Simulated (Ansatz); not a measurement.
**ZrNH3 (septet): the correlation ladder, def2-TZVPP**

An exercise on one series of results from a longer session: the logs are not shown, and one member is left open.

Computed with Ansatz 0.2.0, Gaussian basis. Level: def2-TZVPP, core rule «outside noble gas», up to 5 orbitals frozen.

Plan: UHF; CCSD(T) on ROHF; CCSD(T) on UHF; CCSDT(Q) on ROHF; CCSDT(Q) on UHF.

15 further runs of the same task are left out: 1 for a known fault of the program, 14 set aside as unsound or not needed.

## What is computed

The geometry is a PBE0/def2-TZVP stationary point (not a proven minimum) of the parent state, kept for this charge and spin. No spin-orbit coupling is included. Elements past krypton take def2 core potentials.

5 atoms, charge 0, spin multiplicity 7.

Atoms are counted from 1 here; the program's logs count them from 0.

Bond lengths: Zr1–N2 2.448 Å, N2–H3 1.016 Å, N2–H4 1.016 Å, N2–H5 1.016 Å. Angles: Zr1–N2–H3 112.4°, Zr1–N2–H4 112.4°, Zr1–N2–H5 111.2°, H3–N2–H4 106.9°, H3–N2–H5 106.8°, H4–N2–H5 106.8°.

The first run:

in.yaml reads:

```yaml
crystal:
  periodic: [false, false, false]
  atoms:
    - {symbol: Zr, position_ang: [-0.000003, 0.000000, 0.395697]}
    - {symbol: N, position_ang: [0.000956, 0.000000, -2.052018]}
    - {symbol: H, position_ang: [0.466550, -0.816331, -2.438387]}
    - {symbol: H, position_ang: [0.466583, 0.816313, -2.438387]}
    - {symbol: H, position_ang: [-0.946112, 0.000019, -2.420302]}
basis:
  gaussian: {orbitals: def2-TZVPP}
magnetization: {spin_polarized: true, initial_magnetization: 6}
hamiltonian: {xc: hf}
output: {orbitals: {seedname: orbitals}}
```

Command:

```
> ansatz run in.yaml --threads 1 --pin off --events-out ev --progress --plain --max-ram 4096MiB --backend cpu
```

Steps of the session up to this table: UHF; CCSD(T) on ROHF; CCSD(T) on UHF; CCSDT(Q) on ROHF; CCSDT(Q) on UHF.

One table of the session follows, with a row left open; its other results are not shown here.

It belongs to the step «Misses and costs». 

```
   method  from RCCSDT(Q) (meV)
     ROHF               +7455.7
      UHF               +7214.4
     RMP2                +988.2
     UMP2                +878.8
    RCCSD                +272.9
    UCCSD                +152.3
 RCCSD(T)                 +40.5
 UCCSD(T)                 -76.4
   RCCSDT                     ?
   UCCSDT                -105.7
RCCSDT(Q)                     0
UCCSDT(Q)                -115.9
```

**Question.** Estimate the row for RCCSDT.

As computed: from RCCSDT(Q) (meV): +10.4. In the column «from RCCSDT(Q) (meV)» it lies between RCCSDT(Q) (0) and RCCSD(T) (+40.5).

Caveats from the session: Restricted and unrestricted rows rest on different reference determinants; where their highest levels disagree by more than a few hundredths of an eV, they describe different states and don't form one ladder.
